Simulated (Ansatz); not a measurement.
# AsH2 radical: an energy map over two coordinates

Aim: map the energy of AsH₂, SMILES [AsH2], spin multiplicity 2 over two coordinates, and find its wells, ridges and stiffness.

Method: UKS PBE0-D4/def2-TZVP; program: Ansatz 0.2.0.

**1. The system as given**

SMILES `[AsH2]`, 3 atoms, charge 0, spin multiplicity 2.

Atoms are counted from 1 here; the program's logs count them from 0.

Bond lengths: As1–H2 1.544 Å, As1–H3 1.544 Å. Angles: H2–As1–H3 90.0°.

Coordinates:

```xyz
3
AsH2
As   -0.5801    0.3177   -0.2921
H     0.6887    0.7697    0.4636
H    -0.1196   -1.1523   -0.1847
```

**3. The grid**

- angle H2–As1–H3 (carried through 180): 15 values from 72.7 to 287.3 °
- change of the bonds As1–H2, As1–H3, all alike: 15 values from −0.168 to 0.259 Å

Nothing else is relaxed (all other coordinates rigid). Energies count from the relaxed molecule at the same level. Points are written as (first, second).

(The set-up runs are not shown.)

**4. Grid point (272.0°, 0.015 Å)**

The input, input.yaml:

```yaml
crystal:
  periodic: [false, false, false]
  atoms:
    - { symbol: As, position_ang: [-0.569773, 0.311707, -0.286994] }
    - { symbol: H, position_ang: [-1.051166, 1.771048, -0.407182] }
    - { symbol: H, position_ang: [-1.843789, -0.113997, -1.042985] }
magnetization:
  spin_polarized: true
  initial_magnetization: 1
basis:
  gaussian: { orbitals: def2-TZVP }
hamiltonian:
  xc: pbe0
  dispersion: d4
output:
  forces: true
```

Started as:

```
ansatz run input.yaml --threads 1 --pin off --max-ram 2560MiB --backend cpu --events-out ev --progress --plain --runs-dir out
```

Further runs follow: the other points that were computed.

Before running it: what results should come out? Wanted: lowest point; highest computed point; largest force on an atom; ⟨S²⟩.

As calculated:

| quantity | value |
| --- | --- |
| lowest point | (88.0°, 0.015 Å), 0.8 kJ/mol |
| highest computed point | (180.0°, 0.107 Å), 338 kJ/mol above the lowest |
| largest force on an atom (eV/Å) | 0.1 at (180.0°, 0.229 Å) to 6.7 at (134.0°, −0.168 Å); 0.5 at the lowest point |
| ⟨S²⟩ (ħ²) | 0.75 at (72.7°, −0.168 Å) to 1.79 at (180.0°, 0.259 Å); 0.76 at the lowest point |
| time for the whole task | 4.5 min on 1 thread, shared host |

What this shows: The lowest computed point is at (88.0°, 0.015 Å), 0.8 kJ/mol from the relaxed molecule at the same level; the map holds 2 wells of about this depth. The grid is coarse, so the lowest point of the scanned range may lie between grid points; coordinates that were held can hide deeper minima. The grid shows no other well, apart from its symmetry copies. The highest computed point, (180.0°, 0.107 Å), lies 338 kJ/mol above the lowest. Round the minimum the two coordinates are nearly uncoupled.
